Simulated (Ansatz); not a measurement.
# Be2Se: the cost of one run

Program: Ansatz 0.2.0. Level of theory: DFT PBE, scalar-relativistic, plane waves, PAW, unless a step names another level. These are calculated values, not measurements.

1 further run of the same task is left out (it didn't finish). Runs told in other sessions of the task aren't counted.

## 1. Starting point

The structure is tetragonal, space group P-4m2 (No. 115). The conventional cell has a = 3.462 Å, b = 3.462 Å, c = 11.317 Å, α = 90.00°, β = 90.00°, γ = 90.00°. Be (site symmetry 2mm) is surrounded by 2 Se at 2.19 Å and 4 Be at 2.37 Å. Be (site symmetry -4m2) is surrounded by 8 Be at 2.37 to 2.45 Å. Be (site symmetry 2mm) is surrounded by 4 Se at 2.19 to 2.20 Å. Se (site symmetry 2mm) has 4 Be at 2.19 to 2.20 Å in its first shell of neighbours. Se (site symmetry -4m2) is surrounded by 4 Be at 2.19 Å.

As a file:

```xyz
9
Lattice="3.4623 0.0000 0.0000 0.0000 3.4623 0.0000 0.0000 0.0000 11.3165" Properties=species:S:1:pos:R:3 pbc="T T T"
Be    1.7311    0.0000    7.2734
Be    0.0000    0.0000    5.6583
Be    0.0000    1.7311    4.0431
Be    1.7311    1.7311    5.6583
Be    1.7311    0.0000    1.3463
Be    0.0000    1.7311    9.9703
Se    1.7311    1.7311    8.6124
Se    1.7311    1.7311    2.7041
Se    0.0000    0.0000    0.0000
```

It came out lowest among 21 distinct ends of the trial cells. At a tolerance of 0.05 Å it has space group P-4m2 (No. 115).

## 2. Tight relaxation for the response runs, on the response runs' mesh and smearing

Contents of input.yaml:

```yaml
crystal:
  lattice:
    - [3.4622703325, 0.0, 0.0]
    - [0.0, 3.4622703325, 0.0]
    - [0.0, 0.0, 11.3165316711]
  atoms:
    - { symbol: Be, position: [0.5, 0.0, 0.6427227923] }
    - { symbol: Be, position: [0.0, 0.0, 0.5] }
    - { symbol: Be, position: [0.0, 0.5, 0.3572772077] }
    - { symbol: Be, position: [0.5, 0.5, 0.5] }
    - { symbol: Be, position: [0.5, 0.0, 0.1189656036] }
    - { symbol: Be, position: [0.0, 0.5, 0.8810343964] }
    - { symbol: Se, position: [0.5, 0.5, 0.7610501945] }
    - { symbol: Se, position: [0.5, 0.5, 0.2389498055] }
    - { symbol: Se, position: [0.0, 0.0, 0.0] }
basis:
  ecutwfc: 420
kpoints:
  mp_grid: { grid: [10, 10, 4] }
hamiltonian:
  xc: pbe
scf:
  occupations: { method: gaussian, width: 0.1 }
output:
  forces: true
  stress: true
  eigenvalues: true
relax:
  adjacent_minimum: "off"
  f_tol: 0.001
  max_steps: 60
  cell: { stress_tol: 0.01 }
```

On the command line:

```console
$ ansatz run input.yaml --threads 3 --pin off --max-ram 7680MiB --backend cpu --events-out ev --progress --plain --runs-dir out
```

Q: Estimate wall time and peak memory on 3 threads of Arm Neoverse V2, shared host.

About 41 s, with a peak of 0.55 GiB.
